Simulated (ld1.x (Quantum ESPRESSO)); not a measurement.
# A PAW potential for zirconium, from input to tests, part 2 of 2

Task: generate the file, and judge it by its errors in other configurations, its logarithmic derivatives, its ghosts and its cutoff.

ld1.x (Quantum ESPRESSO) 7.5; LDA (PZ), scalar-relativistic. The steps go on from the part before.

### Step 3. Configuration tests

Contents of Zr.test.in:

```
 &input
   title='Zr', zed=40., rel=1, dft='PZ', iswitch=2,
   config='[Kr] 4d3 5s1 5p0'
 /
 &test
   file_pseudo='Zr.UPF', nconf=10,
   configts(1)='4s2 4p6 4d3 5s1 5p0',
   configts(2)='4s2 4p6 4d2 5s2 5p0',
   configts(3)='4s2 4p6 4d2 5s1 5p0',
   configts(4)='4s2 4p6 4d2 5s0 5p0',
   configts(5)='4s2 4p6 4d1 5s2 5p0',
   configts(6)='4s2 4p6 4d1 5s0 5p0',
   configts(7)='4s2 4p6 4d2 5s0 5p1',
   configts(8)='4s2 4p6 4d2 5s1.5 5p0',
   configts(9)='4s2 4p6 4d3 5s1 5p0', lsdts(9)=1,
   configts(10)='4s2 4p6 4d2 5s2 5p0', lsdts(10)=1
 /
```

On the command line:

```bash
$ ld1.x < Zr.test.in > Zr.test.out
```

Zr.test.out, the pseudopotential blocks, each with the warnings that came before it:

```text
     ---------------------- Testing the pseudopotential ----------------------

     Zr
     scalar relativistic calculation

     atomic number is 40.00   valence charge is 12.00
     dft =SLA  PZ   NOGX NOGC   lsd =0 sic =0 latt =0  beta=0.20 tr2=1.0E-14
     mesh =1225 r(mesh) = 100.59681 xmin = -7.00 dx = 0.01250

     n l     nl             e AE (Ry)        e PS (Ry)    De AE-PS (Ry)
     1 0     4S   1( 2.00)       -3.85632       -3.85629       -0.00003
     2 1     4P   1( 6.00)       -2.24723       -2.24721       -0.00002
     3 2     4D   1( 3.00)       -0.18285       -0.18284       -0.00001
     2 0     5S   1( 1.00)       -0.29660       -0.29660       -0.00000
     3 1     5P   1( 0.00)       -0.09365       -0.09365       -0.00000

     eps = 7.4E-15  iter =  8

     Etot =   -7189.102683 Ry,   -3594.551342 Ha,  -97812.724938 eV
     Etotps =  -298.594056 Ry,    -149.297028 Ha,   -4062.579091 eV

     Ekin =     138.327616 Ry,      69.163808 Ha,    1882.043094 eV
     Encl =    -292.398863 Ry,    -146.199431 Ha,   -3978.289198 eV
     Ehrt =      75.476148 Ry,      37.738074 Ha,    1026.905312 eV
     Ecxc =    -219.998957 Ry,    -109.999479 Ha,   -2993.238299 eV
     (Ecc =      -0.000080 Ry,      -0.000040 Ha,      -0.001092 eV)

     ---------------------- End of pseudopotential test ----------------------

     Warning: n=2, l=1 expected 0 nodes, found 1
     ---------------------- Testing the pseudopotential ----------------------

     Zr
     scalar relativistic calculation

     atomic number is 40.00   valence charge is 12.00
     dft =SLA  PZ   NOGX NOGC   lsd =0 sic =0 latt =0  beta=0.20 tr2=1.0E-14
     mesh =1225 r(mesh) = 100.59681 xmin = -7.00 dx = 0.01250

     n l     nl             e AE (Ry)        e PS (Ry)    De AE-PS (Ry)
     1 0     4S   1( 2.00)       -4.00656       -4.01449        0.00793  !
     2 1     4P   1( 6.00)       -2.38873       -2.39110        0.00236
     3 2     4D   1( 2.00)       -0.27465       -0.27567        0.00102
     2 0     5S   1( 2.00)       -0.33776       -0.33836        0.00061
     3 1     5P   1( 0.00)       -0.11395       -0.11413        0.00018

     eps = 1.4E-15  iter = 18

     Etot =   -7189.192687 Ry,   -3594.596343 Ha,  -97813.949498 eV
     Etotps =  -298.683954 Ry,    -149.341977 Ha,   -4063.802215 eV
     dEtot_ae =      -0.090003 Ry
     dEtot_ps =      -0.089898 Ry,   Delta E=      -0.000105 Ry

     Ekin =     137.983350 Ry,      68.991675 Ha,    1877.359123 eV
     Encl =    -290.826859 Ry,    -145.413430 Ha,   -3956.901001 eV
     Ehrt =      73.936826 Ry,      36.968413 Ha,    1005.961772 eV
     Ecxc =    -219.777271 Ry,    -109.888636 Ha,   -2990.222108 eV
     (Ecc =      -0.000080 Ry,      -0.000040 Ha,      -0.001092 eV)

     ---------------------- End of pseudopotential test ----------------------

     ---------------------- Testing the pseudopotential ----------------------

     Zr
     scalar relativistic calculation

     atomic number is 40.00   valence charge is 12.00
     dft =SLA  PZ   NOGX NOGC   lsd =0 sic =0 latt =0  beta=0.20 tr2=1.0E-14
     mesh =1225 r(mesh) = 100.59681 xmin = -7.00 dx = 0.01250

     n l     nl             e AE (Ry)        e PS (Ry)    De AE-PS (Ry)
     1 0     4S   1( 2.00)       -4.50318       -4.52513        0.02195  !
     2 1     4P   1( 6.00)       -2.88496       -2.88992        0.00495
     3 2     4D   1( 2.00)       -0.74879       -0.75216        0.00338
     2 0     5S   1( 1.00)       -0.75141       -0.75445        0.00304
     3 1     5P   1( 0.00)       -0.47326       -0.47581        0.00254

     eps = 1.1E-16  iter = 19

     Etot =   -7188.652329 Ry,   -3594.326165 Ha,  -97806.597558 eV
     Etotps =  -298.141833 Ry,    -149.070917 Ha,   -4056.426290 eV
     dEtot_ae =       0.450354 Ry
     dEtot_ps =       0.452222 Ry,   Delta E=      -0.001868 Ry

     Ekin =     136.577576 Ry,      68.288788 Ha,    1858.232586 eV
     Encl =    -283.599339 Ry,    -141.799669 Ha,   -3858.565576 eV
     Ehrt =      68.246535 Ry,      34.123267 Ha,     928.541407 eV
     Ecxc =    -219.366605 Ry,    -109.683302 Ha,   -2984.634707 eV
     (Ecc =      -0.000080 Ry,      -0.000040 Ha,      -0.001092 eV)

     ---------------------- End of pseudopotential test ----------------------

     BEWARE! Errors in PS-KS equations
     Warning: n=1, l=0 expected 0 nodes, found 1
     Warning: n=2, l=0 expected 1 nodes, found 2
     Warning: n=3, l=1 expected 1 nodes, found 4
     ---------------------- Testing the pseudopotential ----------------------

     Zr
     scalar relativistic calculation

     atomic number is 40.00   valence charge is 12.00
     dft =SLA  PZ   NOGX NOGC   lsd =0 sic =0 latt =0  beta=0.20 tr2=1.0E-14
     mesh =1225 r(mesh) = 100.59681 xmin = -7.00 dx = 0.01250

     n l     nl             e AE (Ry)        e PS (Ry)    De AE-PS (Ry)
     1 0     4S   1( 2.00)       -5.07909       -6.67844        1.59935  !
     2 1     4P   1( 6.00)       -3.45843       -3.05434       -0.40409  !
     3 2     4D   1( 2.00)       -1.28719       -2.55913        1.27194  !
     2 0     5S   1( 0.00)       -1.19612       -1.19612        0.00000
     3 1     5P   1( 0.00)       -0.86332       -0.86332        0.00000

     eps = 4.9E-16  iter = 24

     Etot =   -7187.679100 Ry,   -3593.839550 Ha,  -97793.356098 eV
     Etotps =  -240.720615 Ry,    -120.360307 Ha,   -3275.170815 eV
     dEtot_ae =       1.423583 Ry
     dEtot_ps =      57.873441 Ry,   Delta E=     -56.449857 Ry

     Ekin =     -36.801173 Ry,     -18.400586 Ha,    -500.705462 eV
     Encl =       0.000000 Ry,       0.000000 Ha,       0.000000 eV
     Ehrt =       0.000000 Ry,       0.000000 Ha,       0.000000 eV
     Ecxc =    -203.919442 Ry,    -101.959721 Ha,   -2774.465353 eV
     (Ecc =      -0.000080 Ry,      -0.000040 Ha,      -0.001092 eV)

     ---------------------- End of pseudopotential test ----------------------

     ---------------------- Testing the pseudopotential ----------------------

     Zr
     scalar relativistic calculation

     atomic number is 40.00   valence charge is 12.00
     dft =SLA  PZ   NOGX NOGC   lsd =0 sic =0 latt =0  beta=0.20 tr2=1.0E-14
     mesh =1225 r(mesh) = 100.59681 xmin = -7.00 dx = 0.01250

     n l     nl             e AE (Ry)        e PS (Ry)    De AE-PS (Ry)
     1 0     4S   1( 2.00)       -4.72850       -4.74650        0.01800  !
     2 1     4P   1( 6.00)       -3.09663       -3.09926        0.00263
     3 2     4D   1( 1.00)       -0.90139       -0.90411        0.00272
     2 0     5S   1( 2.00)       -0.82719       -0.82968        0.00250
     3 1     5P   1( 0.00)       -0.52657       -0.52917        0.00259

     eps = 3.0E-15  iter = 30

     Etot =   -7188.617800 Ry,   -3594.308900 Ha,  -97806.127760 eV
     Etotps =  -298.107114 Ry,    -149.053557 Ha,   -4055.953912 eV
     dEtot_ae =       0.484884 Ry
     dEtot_ps =       0.486942 Ry,   Delta E=      -0.002058 Ry

     Ekin =     136.597743 Ry,      68.298872 Ha,    1858.506974 eV
     Encl =    -281.729774 Ry,    -140.864887 Ha,   -3833.128848 eV
     Ehrt =      66.117333 Ry,      33.058666 Ha,     899.572137 eV
     Ecxc =    -219.092416 Ry,    -109.546208 Ha,   -2980.904176 eV
     (Ecc =      -0.000080 Ry,      -0.000040 Ha,      -0.001092 eV)

     ---------------------- End of pseudopotential test ----------------------

     BEWARE! Errors in PS-KS equations
     ---------------------- Testing the pseudopotential ----------------------

     Zr
     scalar relativistic calculation

     atomic number is 40.00   valence charge is 12.00
     dft =SLA  PZ   NOGX NOGC   lsd =0 sic =0 latt =0  beta=0.20 tr2=1.0E-14
     mesh =1225 r(mesh) = 100.59681 xmin = -7.00 dx = 0.01250

     n l     nl             e AE (Ry)        e PS (Ry)    De AE-PS (Ry)
     1 0     4S   1( 2.00)       -6.00028       -7.80481        1.80453  !
     2 1     4P   1( 6.00)       -4.35773       -0.40146       -3.95627  !
     3 2     4D   1( 1.00)       -2.08574       -1.39862       -0.68712  !
     2 0     5S   1( 0.00)       -1.79193       -1.79193        0.00000
     3 1     5P   1( 0.00)       -1.38910       -1.38910        0.00000

     eps = 1.1E-16  iter = 24

     Etot =   -7186.001826 Ry,   -3593.000913 Ha,  -97770.535626 eV
     Etotps =  -223.336459 Ry,    -111.668230 Ha,   -3038.647325 eV
     dEtot_ae =       3.100857 Ry
     dEtot_ps =      75.257597 Ry,   Delta E=     -72.156739 Ry

     Ekin =     -19.417017 Ry,      -9.708508 Ha,    -264.181972 eV
     Encl =       0.000000 Ry,       0.000000 Ha,       0.000000 eV
     Ehrt =       0.000000 Ry,       0.000000 Ha,       0.000000 eV
     Ecxc =    -203.919442 Ry,    -101.959721 Ha,   -2774.465353 eV
     (Ecc =      -0.000080 Ry,      -0.000040 Ha,      -0.001092 eV)

     ---------------------- End of pseudopotential test ----------------------

     ---------------------- Testing the pseudopotential ----------------------

     Zr
     scalar relativistic calculation

     atomic number is 40.00   valence charge is 12.00
     dft =SLA  PZ   NOGX NOGC   lsd =0 sic =0 latt =0  beta=0.20 tr2=1.0E-14
     mesh =1225 r(mesh) = 100.59681 xmin = -7.00 dx = 0.01250

     n l     nl             e AE (Ry)        e PS (Ry)    De AE-PS (Ry)
     1 0     4S   1( 2.00)       -4.58846       -4.60911        0.02064  !
     2 1     4P   1( 6.00)       -2.96901       -2.97064        0.00163
     3 2     4D   1( 2.00)       -0.82003       -0.82134        0.00131
     2 0     5S   1( 0.00)       -0.80035       -0.80231        0.00196
     3 1     5P   1( 1.00)       -0.51742       -0.51956        0.00214

     eps = 9.9E-15  iter = 21

     Etot =   -7188.372146 Ry,   -3594.186073 Ha,  -97802.785476 eV
     Etotps =  -297.861455 Ry,    -148.930728 Ha,   -4052.611554 eV
     dEtot_ae =       0.730537 Ry
     dEtot_ps =       0.732600 Ry,   Delta E=      -0.002063 Ry

     Ekin =     136.095493 Ry,      68.047746 Ha,    1851.673509 eV
     Encl =    -282.075842 Ry,    -141.037921 Ha,   -3837.837344 eV
     Ehrt =      67.386864 Ry,      33.693432 Ha,     916.844998 eV
     Ecxc =    -219.267970 Ry,    -109.633985 Ha,   -2983.292717 eV
     (Ecc =      -0.000080 Ry,      -0.000040 Ha,      -0.001092 eV)

     ---------------------- End of pseudopotential test ----------------------

     ---------------------- Testing the pseudopotential ----------------------

     Zr
     scalar relativistic calculation

     atomic number is 40.00   valence charge is 12.00
     dft =SLA  PZ   NOGX NOGC   lsd =0 sic =0 latt =0  beta=0.20 tr2=1.0E-14
     mesh =1225 r(mesh) = 100.59681 xmin = -7.00 dx = 0.01250

     n l     nl             e AE (Ry)        e PS (Ry)    De AE-PS (Ry)
     1 0     4S   1( 2.00)       -4.24350       -4.25828        0.01478  !
     2 1     4P   1( 6.00)       -2.62572       -2.62965        0.00393
     3 2     4D   1( 2.00)       -0.50215       -0.50429        0.00214
     2 0     5S   1( 1.50)       -0.53834       -0.53997        0.00163
     3 1     5P   1( 0.00)       -0.28656       -0.28757        0.00100

     eps = 5.0E-15  iter = 16

     Etot =   -7188.974295 Ry,   -3594.487147 Ha,  -97810.978124 eV
     Etotps =  -298.464987 Ry,    -149.232494 Ha,   -4060.823027 eV
     dEtot_ae =       0.128388 Ry
     dEtot_ps =       0.129068 Ry,   Delta E=      -0.000680 Ry

     Ekin =     137.370624 Ry,      68.685312 Ha,    1869.022557 eV
     Encl =    -287.413359 Ry,    -143.706679 Ha,   -3910.457957 eV
     Ehrt =      71.158460 Ry,      35.579230 Ha,     968.160173 eV
     Ecxc =    -219.580713 Ry,    -109.790357 Ha,   -2987.547800 eV
     (Ecc =      -0.000080 Ry,      -0.000040 Ha,      -0.001092 eV)

     ---------------------- End of pseudopotential test ----------------------

     ---------------------- Testing the pseudopotential ----------------------

     Zr
     scalar relativistic calculation

     atomic number is 40.00   valence charge is 12.00
     dft =SLA  PZ   NOGX NOGC   lsd =1 sic =0 latt =0  beta=0.20 tr2=1.0E-14
     mesh =1225 r(mesh) = 100.59681 xmin = -7.00 dx = 0.01250

     n l     nl             e AE (Ry)        e PS (Ry)    De AE-PS (Ry)
     1 0     4S   1( 1.00)       -3.87031       -3.86544       -0.00487
     2 1     4P   1( 3.00)       -2.26740       -2.26573       -0.00167
     3 2     4D   1( 3.00)       -0.21648       -0.21581       -0.00067
     2 0     5S   1( 1.00)       -0.32776       -0.32731       -0.00045
     3 1     5P   1( 0.00)       -0.11112       -0.11101       -0.00011
     1 0     4S   2( 1.00)       -3.78659       -3.78171       -0.00488
     2 1     4P   2( 3.00)       -2.17010       -2.16766       -0.00244
     3 2     4D   2( 0.00)       -0.08511       -0.08357       -0.00154
     2 0     5S   2( 0.00)       -0.19937       -0.19927       -0.00010
     3 1     5P   2( 0.00)       -0.03262       -0.03265        0.00002

     eps = 2.3E-15  iter = 20

     Etot =   -7189.220495 Ry,   -3594.610248 Ha,  -97814.327849 eV
     Etotps =  -298.711667 Ry,    -149.355833 Ha,   -4064.179271 eV
     dEtot_ae =      -0.117812 Ry
     dEtot_ps =      -0.117611 Ry,   Delta E=      -0.000201 Ry

     Ekin =     138.756544 Ry,      69.378272 Ha,    1887.878955 eV
     Encl =    -293.071868 Ry,    -146.535934 Ha,   -3987.445904 eV
     Ehrt =      75.776115 Ry,      37.888057 Ha,    1030.986563 eV
     Ecxc =    -220.172457 Ry,    -110.086229 Ha,   -2995.598884 eV
     (Ecc =      -0.000080 Ry,      -0.000040 Ha,      -0.001092 eV)

     ---------------------- End of pseudopotential test ----------------------

     ---------------------- Testing the pseudopotential ----------------------

     Zr
     scalar relativistic calculation

     atomic number is 40.00   valence charge is 12.00
     dft =SLA  PZ   NOGX NOGC   lsd =1 sic =0 latt =0  beta=0.20 tr2=1.0E-14
     mesh =1225 r(mesh) = 100.59681 xmin = -7.00 dx = 0.01250

     n l     nl             e AE (Ry)        e PS (Ry)    De AE-PS (Ry)
     1 0     4S   1( 1.00)       -4.02785       -4.03519        0.00734  !
     2 1     4P   1( 3.00)       -2.41402       -2.41531        0.00128
     3 2     4D   1( 2.00)       -0.30288       -0.30367        0.00080
     2 0     5S   1( 1.00)       -0.35469       -0.35554        0.00085
     3 1     5P   1( 0.00)       -0.12235       -0.12264        0.00029
     1 0     4S   2( 1.00)       -3.96602       -3.97325        0.00722  !
     2 1     4P   2( 3.00)       -2.34443       -2.34723        0.00280
     3 2     4D   2( 0.00)       -0.23161       -0.23254        0.00093
     2 0     5S   2( 1.00)       -0.31355       -0.31388        0.00033
     3 1     5P   2( 0.00)       -0.10256       -0.10264        0.00008

     eps = 5.1E-15  iter = 23

     Etot =   -7189.228197 Ry,   -3594.614098 Ha,  -97814.432634 eV
     Etotps =  -298.719394 Ry,    -149.359697 Ha,   -4064.284402 eV
     dEtot_ae =      -0.125513 Ry
     dEtot_ps =      -0.125338 Ry,   Delta E=      -0.000175 Ry

     Ekin =     138.070583 Ry,      69.035291 Ha,    1878.545975 eV
     Encl =    -290.984061 Ry,    -145.492030 Ha,   -3959.039832 eV
     Ehrt =      74.022144 Ry,      37.011072 Ha,    1007.122575 eV
     Ecxc =    -219.828060 Ry,    -109.914030 Ha,   -2990.913120 eV
     (Ecc =      -0.000080 Ry,      -0.000040 Ha,      -0.001092 eV)

     ---------------------- End of pseudopotential test ----------------------
```

2 tests gave no usable energy difference (4s2 4p6 4d2 5s0 5p0; 4s2 4p6 4d1 5s0 5p0).

Energies count from the reference configuration 4s2 4p6 4d3 5s1 5p0; the error is all-electron less pseudo. Spin-polarised rows fill open shells by Hund's rule and count from the unpolarised reference. A star marks tests that logged a warning.

| valence configuration | charge | ΔE all-electron (eV) | error AE − PS (meV) |
| --- | --- | --- | --- |
| 4s2 4p6 4d2 5s2 5p0 * | 0 | -1.225 | -1.4 |
| 4s2 4p6 4d2 5s1 5p0 | +1 | 6.127 | -25 |
| 4s2 4p6 4d1 5s2 5p0 | +1 | 6.597 | -28 |
| 4s2 4p6 4d2 5s0 5p1 | +1 | 9.939 | -28 |
| 4s2 4p6 4d2 5s1.5 5p0 | +0.5 | 1.747 | -9.3 |
| 4s2 4p6 4d3 5s1 5p0 (spin-polarised) | 0 | -1.603 | -2.7 |
| 4s2 4p6 4d2 5s2 5p0 (spin-polarised) | 0 | -1.708 | -2.4 |

### Step 4. Scattering by logarithmic derivatives

Taken from the files of the generation run. The phase is arctan(r·u′/u) with u = r·R, unwrapped, with energies in Ry. A pole is an energy at which the radial function vanishes at the test radius. The pseudo phase is shifted by a multiple of π to meet the all-electron one at the reference energy. Levels narrower than the energy grid can be missing from the poles. Left out: d, where the overlap operator is not positive , so their phases aren't trusted. The last column is the largest difference on the grid between −1 and +1 Ry.

```tsv
channel	radius (bohr)	reference (Ry)	poles AE	poles PS	window around the reference with phases within 0.05 rad (Ry)	largest difference near zero (rad)
s	3.21	-0.30	-3.84, 1.32	-3.84, 1.32	below 3.6	0.000
p	3.21	-0.09	-2.21, 2.22	-2.21, 1.96	below 2.3	0.020
```

Phases (rad) along the scan:

```
E (Ry)    p AE    p PS    s AE    s PS
 -6.00   1.438   1.437   1.435   1.435
 -5.48   1.431   1.430   1.427   1.427
 -4.96   1.423   1.422   1.418   1.418
 -4.44   1.413   1.412   1.405   1.405
 -3.92   1.400   1.399   1.335   1.335
 -3.40   1.383   1.382  -1.752  -1.752
 -2.88   1.354   1.353  -1.777  -1.777
 -2.36   1.160   1.158  -1.809  -1.809
 -1.84  -1.778  -1.778  -1.857  -1.857
 -1.32  -1.845  -1.846  -1.945  -1.945
 -0.80  -1.937  -1.938  -2.169  -2.169
 -0.28  -2.146  -2.146  -3.180  -3.180
  0.24  -2.959  -2.965  -4.340  -4.340
  0.76  -4.206  -4.226  -4.600  -4.599
  1.28  -4.530  -4.552  -4.707  -4.706
  1.80  -4.653  -4.683  -4.777  -4.775
  2.32  -4.724  -4.774  -4.843  -4.840
  2.84  -4.781  -4.882  -4.931  -4.924
  3.36  -4.842  -5.158  -5.109  -5.084
  3.88  -4.929  -6.936  -5.787  -5.626
  4.40  -5.116  -7.604  -7.225  -7.092
  4.92  -5.918  -7.736  -7.585  -7.544
```

### Step 5. Plane-wave convergence, by spherical Bessel functions

A separate test, outside the generator: the pseudo-atom's Hamiltonian at the reference potential is diagonalised in spherical Bessel functions j_l(qr) that vanish at 20 bohr, with q² up to the cutoff.

No cutoffs are read. The overlap operator is not positive in d (lowest eigenvalue -1.561), so the test is not defined there. The ghost test is not conclusive.

### Step 6. What came out

The summary covers parts 1 to 2.

| quantity | value |
| --- | --- |
| cutoffs | not determined |
| bound ghosts | not determined |
| largest test error (AE − PS), unpolarised tests | -28 meV, for 4s2 4p6 4d2 5s0 5p1 (2 tests unsolved) |
| largest phase difference near zero energy, channels read | 0.020 rad |
| lowest eigenvalue of the overlap (Bessel basis) | -1.561 (d) |

**Reading.** The overlap operator is not positive definite in d, so a plane-wave run would break down once the basis is large enough. The worst unpolarised test, 4s2 4p6 4d2 5s0 5p1, is off by 28 meV on 9.9 eV; by total energies transferability rates as fair where solved. Of the tests 2 gave no usable energy difference, which is a warning in itself. No cutoffs are read. Ghosts could not be judged. Near zero energy the phases of the channels with partial waves that could be evaluated agree within 0.020 rad.
